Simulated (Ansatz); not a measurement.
# C2H4SSi: an energy map over bond length C1–H5 and angle S2–C1–H5

A grid of calculations on C₂H₄SSi, SMILES CSC#[SiH], to see where the energy is lowest and how it rises around there.

Computed with Ansatz 0.2.0. Level: RKS wB97X-V/def2-SVP.

## Step 1: The starting structure

SMILES `CSC#[SiH]`, 8 atoms, charge 0, spin multiplicity 1.

Atoms are counted from 1 here; the program's logs count them from 0.

Bond lengths: C1–S2 1.855 Å, C1–H5 1.106 Å, C1–H6 1.106 Å, C1–H7 1.108 Å, S2–C3 1.625 Å, C3–Si4 1.729 Å, Si4–H8 1.537 Å. Angles: S2–C1–H5 109.2°, S2–C1–H6 109.0°, S2–C1–H7 107.1°, H5–C1–H6 110.5°, H5–C1–H7 110.4°, H6–C1–H7 110.6°, C1–S2–C3 106.9°, S2–C3–Si4 167.3°, C3–Si4–H8 92.5°.

As a file:

```xyz
8

C     0.0443    1.4722   -0.4288
S     0.8453    0.3774    0.8370
C     0.1288   -1.0768    0.7234
Si   -0.7810   -2.5307    0.9443
H     0.1993    1.0385   -1.4346
H    -1.0360    1.5521   -0.2034
H     0.5314    2.4650   -0.3563
H     0.0679   -3.2978   -0.0816
```

This geometry comes from a loose relaxation at PBE in a small basis, which is not shown.

## Step 3: Plan of the scan

First coordinate, bond length C1–H5: 9 values from 0.923 to 1.429 Å. Second coordinate, angle S2–C1–H5: 9 values from 74.5 to 144.5 °.

Nothing else is relaxed (all other coordinates rigid). Energies count from the relaxed molecule at the same level. Points are written as (first, second).

(The set-up runs are not shown.)

## Step 4: The run at (1.113 Å, 109.5°)

Contents of input.yaml:

```yaml
crystal:
  periodic: [false, false, false]
  atoms:
    - { symbol: C, position_ang: [0.052114, 1.418763, -0.424372] }
    - { symbol: S, position_ang: [0.856206, 0.346571, 0.818286] }
    - { symbol: C, position_ang: [0.059821, -1.056971, 0.789549] }
    - { symbol: Si, position_ang: [-0.806822, -2.539577, 0.947819] }
    - { symbol: H, position_ang: [0.178743, 0.973798, -1.436666] }
    - { symbol: H, position_ang: [-1.015414, 1.519227, -0.183159] }
    - { symbol: H, position_ang: [0.545132, 2.402014, -0.381177] }
    - { symbol: H, position_ang: [0.131465, -3.067742, -0.138121] }
basis:
  gaussian: { orbitals: def2-SVP }
hamiltonian:
  xc: { name: wB97X-V }
output:
  forces: true
```

The run is started by

```sh
> ansatz run input.yaml --threads 1 --pin off --max-ram 2560MiB --backend cpu --events-out ev --progress --plain --runs-dir out
```

Further runs follow: the other points that were computed.

Before running it: what results should come out? Wanted: lowest point; highest computed point; largest force on an atom.

As calculated:

| quantity | value |
| --- | --- |
| lowest point | (1.113 Å, 109.5°), 0.31 kJ/mol |
| highest computed point | (1.429 Å, 144.5°), 205 kJ/mol above the lowest |
| largest force on an atom (eV/Å) | 0.5 at (1.113 Å, 109.5°) to 12.4 at (0.923 Å, 144.5°); 0.5 at the lowest point |
| time for the whole task | 16 min on 1 thread, shared host |

What this shows: The lowest computed point is at (1.113 Å, 109.5°), 0.31 kJ/mol from the relaxed molecule at the same level. The grid is coarse, so the lowest point of the scanned range may lie between grid points; coordinates that were held can hide deeper minima. No other kind of well shows on this grid. The highest computed point, (1.429 Å, 144.5°), lies 205 kJ/mol above the lowest. Round the minimum the two coordinates are nearly uncoupled.
